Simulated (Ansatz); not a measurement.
# Bi2Te3: the cost of one run

Computed with Ansatz 0.2.0 (DFT PBE, scalar-relativistic, plane waves, PAW, unless a step's input says otherwise).

### Step 1. Starting point

The structure is trigonal, space group R-3m (No. 166). The conventional cell has a = 4.386 Å, b = 4.386 Å, c = 30.497 Å, α = 90.00°, β = 90.00°, γ = 120.00°. Bi (site symmetry 3m) has 6 Te at 3.07 to 3.25 Å as nearest neighbours. Around Te (site symmetry -3m) lie 6 Bi at 3.25 Å. Around Te (site symmetry 3m) lie 3 Bi at 3.07 Å.

As a file:

```
Bi Te
1.0
     2.19300    1.26613   10.16567
    -2.19300    1.26613   10.16567
     0.00000   -2.53226   10.16567
Bi Te
2 3
Direct
  0.40000 0.40000 0.40000
  0.60000 0.60000 0.60000
  0.00000 0.00000 0.00000
  0.20950 0.20950 0.20950
  0.79050 0.79050 0.79050
```

Source of the structure: the Crystallography Open Database.

(A quick probe on a coarse mesh, which set the mesh and smearing, is not shown.)

### Step 3. The relaxation

File input.yaml:

```yaml
crystal:
  lattice:
    - [2.193, 1.2661291403, 10.1656666667]
    - [-2.193, 1.2661291403, 10.1656666667]
    - [0.0, -2.5322582807, 10.1656666667]
  atoms:
    - { symbol: Bi, position: [0.4, 0.4, 0.4] }
    - { symbol: Bi, position: [0.6, 0.6, 0.6] }
    - { symbol: Te, position: [0.0, 0.0, 0.0] }
    - { symbol: Te, position: [0.2095, 0.2095, 0.2095] }
    - { symbol: Te, position: [0.7905, 0.7905, 0.7905] }
basis:
  ecutwfc: 420
kpoints:
  mp_grid: { grid: [12, 12, 12] }
hamiltonian:
  xc: pbe
scf:
  occupations: { method: gaussian, width: 0.01 }
output:
  forces: true
  stress: true
  eigenvalues: true
relax:
  adjacent_minimum: "off"
  f_tol: 0.005
  max_steps: 80
  cell: { stress_tol: 0.05 }
```

Run with:

```console
ansatz run input.yaml --threads 2 --pin off --max-ram 5120MiB --backend cpu --events-out ev --progress --plain --runs-dir out
```

Q: Estimate wall time and peak memory on 2 threads of Arm Neoverse V2, shared host.

About 5.6 min, with a peak of 1.2 GiB.
